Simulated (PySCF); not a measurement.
# W₂Cl⁺: structure of the singlet

Aim: relax W₂Cl⁺ as a singlet from a hand-made bent geometry, check by its vibrations whether the end is a minimum, and collect its spectrum and constants.

The runs use PySCF 2.14.0; PBE0, basis Cl def2-TZVP, W def2-TZVP with ECP60, scalar-relativistic core potentials, no spin–orbit coupling, density fitting.

## (1) The starting structure

3 atoms, charge 1, spin multiplicity 1.

Bond lengths: Cl1–W2 2.313 Å, Cl1–W3 2.313 Å. Angles: W2–Cl1–W3 110.0°.

Z-matrix (Å, degrees; charge 1 multiplicity 1):
```
Cl
W  1 2.3128
W  1 2.3128 2 110.00
```

## (2) Relaxation: bent start, singlet

One driver script runs all steps and calls PySCF; scf.py shows how it sets up the SCF of each step. The optimiser is the driver's own. Before each start the driver seeks the lowest SCF state from one or more starting densities and follows internal instabilities, so scf.py alone need not reach the same state.

The program finds C2v symmetry in the start, which this walk keeps. The walk stops when the largest gradient is under 0.0003 Eh/bohr and the energy has settled too.

Input file scf.py:

```python
from pyscf import gto, scf, dft
mol = gto.M(atom='''
Cl     0.000000     0.000000    -1.211452
W      1.894500    -0.000000     0.115148
W     -1.894500     0.000000     0.115148''',
    basis={'Cl': 'def2-TZVP', 'W': 'def2-TZVP'},
    ecp={'W': 'def2-TZVP'},
    charge=1, spin=0)
mf = dft.RKS(mol, xc='PBE0')
mf.grids.atom_grid = (50, 194)
aux = {'Cl': 'def2-universal-JKFIT', 'W': 'def2-universal-JKFIT'}
mf = mf.density_fit(auxbasis=aux)
mf.kernel()
```

Steps of the walk:

```csv
step,energy (Eh),change (kJ/mol),largest symmetric gradient (Eh/bohr)
0,-593.563086,0.00,0.04514
1,-593.582628,-51.31,0.04901
2,-593.606584,-114.20,0.05438
3,-593.634389,-187.21,0.05842
4,-593.662200,-260.22,0.05299
5,-593.666192,-270.70,0.09991
6,-593.679590,-305.88,0.02417
7,-593.681273,-310.30,0.00953
8,-593.681574,-311.09,0.00220
9,-593.681593,-311.14,0.00015
10,-593.681593,-311.14,0.00001
```

The walk took 29 s on 4 threads, shared host.

After 10 steps and 311.1 kJ/mol it ends at C2v: Cl–W 2.211 Å (×2), W–W 2.464 Å; Cl–W–W 56.1° (×2), W–Cl–W 67.7°.

## (3) Vibrations and properties at this point

On the finer grid the gradient is checked again; gradients at displacements of ±0.01 bohr then give force constants and infrared intensities.

Changes to scf.py since step 2:

```diff
@@ -3,3 +3,3 @@
-Cl     0.000000     0.000000    -1.211452
-W      1.894500    -0.000000     0.115148
-W     -1.894500     0.000000     0.115148''',
+Cl    -0.000000    -0.000000    -1.676309
+W      1.232117    -0.000000     0.159353
+W     -1.232117     0.000000     0.159353''',
@@ -10 +10 @@
-mf.grids.atom_grid = (50, 194)
+mf.grids.atom_grid = (75, 302)
```

The driver hands on the density of the step before, so the log starts near convergence.

Log of the central SCF (cycles and frontier levels):

```text
init E= -593.681754691718
  HOMO = -0.351311754008413  LUMO = -0.322875061452094  gap/eV = 0.77380
cycle= 1 E= -593.68175469059  delta_E= 1.13e-09  |g|= 0.000124  |ddm|= 0.000208
  HOMO = -0.351311690001357  LUMO = -0.322875576890177  gap/eV = 0.77379
cycle= 2 E= -593.681753911836  delta_E= 7.79e-07  |g|= 0.00183  |ddm|= 0.00134
  HOMO = -0.351311778130116  LUMO = -0.322875722705885  gap/eV = 0.77378
cycle= 3 E= -593.681754699419  delta_E= -7.88e-07  |g|= 2.7e-05  |ddm|= 0.00125
  HOMO = -0.351311894860766  LUMO = -0.322875920910996  gap/eV = 0.77378
cycle= 4 E= -593.681754700406  delta_E= -9.86e-10  |g|= 2.63e-05  |ddm|= 3.72e-05
  HOMO = -0.351312283395008  LUMO = -0.322875939163787  gap/eV = 0.77379
cycle= 5 E= -593.681754692505  delta_E= 7.9e-09  |g|= 1.21e-05  |ddm|= 0.000478
  HOMO = -0.351311916281826  LUMO = -0.322875696140861  gap/eV = 0.77379
cycle= 6 E= -593.681754693046  delta_E= -5.41e-10  |g|= 1.23e-05  |ddm|= 7.34e-05
  HOMO = -0.35131125050087  LUMO = -0.322873910596996  gap/eV = 0.77382
cycle= 7 E= -593.681754689984  delta_E= 3.06e-09  |g|= 8.23e-06  |ddm|= 0.000445
  HOMO = -0.351311714285899  LUMO = -0.322875568280243  gap/eV = 0.77379
cycle= 8 E= -593.681754689913  delta_E= 7.14e-11  |g|= 6.28e-06  |ddm|= 0.000145
  HOMO = -0.35131247141293  LUMO = -0.322876885778879  gap/eV = 0.77377
Extra cycle  E= -593.681754690087  delta_E= -1.74e-10  |g|= 1.32e-05  |ddm|= 6.12e-05
converged SCF energy = -593.681754690087
```

The whole step took 26 s.

Geometry: C2v; Cl–W 2.211 Å (×2), W–W 2.464 Å; Cl–W–W 56.1° (×2), W–Cl–W 67.7°.

Modes, for the most abundant isotopes:

```tsv
symmetry	ω (cm⁻¹)	IR (km/mol)
a1	205	0.3
b2	359	4.5
a1	436	0.6
```

Every mode is real; the point is a minimum.

Properties at this point:

```yaml
Dipole_moment_about_the_centre_of_mass: 1.49 D
Highest_occupied_level: -9.56 eV
Lowest_empty_level: -8.79 eV
Rotational_constants: 0.1567, 0.03018, 0.02531 cm⁻¹
Zero-point_energy: 6.0 kJ/mol
Principal_polarisabilities: 89.6, 93.6, 135.4 bohr³
Principal_traceless_quadrupole_moments_about_the_centre_of_mass: -14.94, -2.51, 17.46 D Å
Entropy_at_298.15_K_and_1_bar: 316.2 J/(mol K)
Heat_capacity_Cp_at_298.15_K: 53.3 J/(mol K)
Enthalpy_at_298.15_K_above_0_K: 13.02 kJ/mol
Rotational_symmetry_number: 2
```

Populations by atom (charges in e):

```csv
atom,Mulliken,Löwdin,polar tensor,Mayer order to Cl1
Cl1,-0.04,0.56,0.10,–
"W2,3",0.52,0.22,0.45,1.04
```

Outer orbital energies (eV). occupied: -17.77, -17.23, -16.55, -12.83, -11.67, -11.53, -9.95, -9.56; empty: -8.79, -8.43, -7.40, -7.08.

Mulliken populations on Cl1: s 5.94, p 10.92, d 0.16, f 0.01.

## (4) Would spin polarisation lower it?

At the lowest minimum the closed shell is tested against spin polarisation, on the (50, 194) grid. It is unstable: an open-shell solution lies lower. That solution was not followed to a minimum here.

## (5) Summary of results

```
                            quantity                                                            value
                             minimum  singlet, C2v (closed shell, unstable towards spin polarisation)
                            geometry  Cl–W 2.211 Å (×2), W–W 2.464 Å; Cl–W–W 56.1° (×2), W–Cl–W 67.7°
                  wavenumbers (cm⁻¹)                                     205 (a1), 359 (b2), 436 (a1)
      dipole moment (centre of mass)                                                           1.49 D
highest occupied, lowest empty level                                                  -9.56, -8.79 eV
          polar-tensor charge of Cl1                                                          +0.10 e
                   zero-point energy                                                       6.0 kJ/mol
```

In words: The bent start keeps its C2v symmetry and ends in a minimum. The strongest infrared band lies at 359 cm⁻¹ (b2). Other starts or spin states, not run here, may lie lower. The small gap makes a closed-shell description doubtful. The closed shell proved unstable towards spin polarisation, so a lower open-shell solution exists. Spin–orbit coupling, left out here, can matter for elements this heavy.

The search up to here took 70 s.
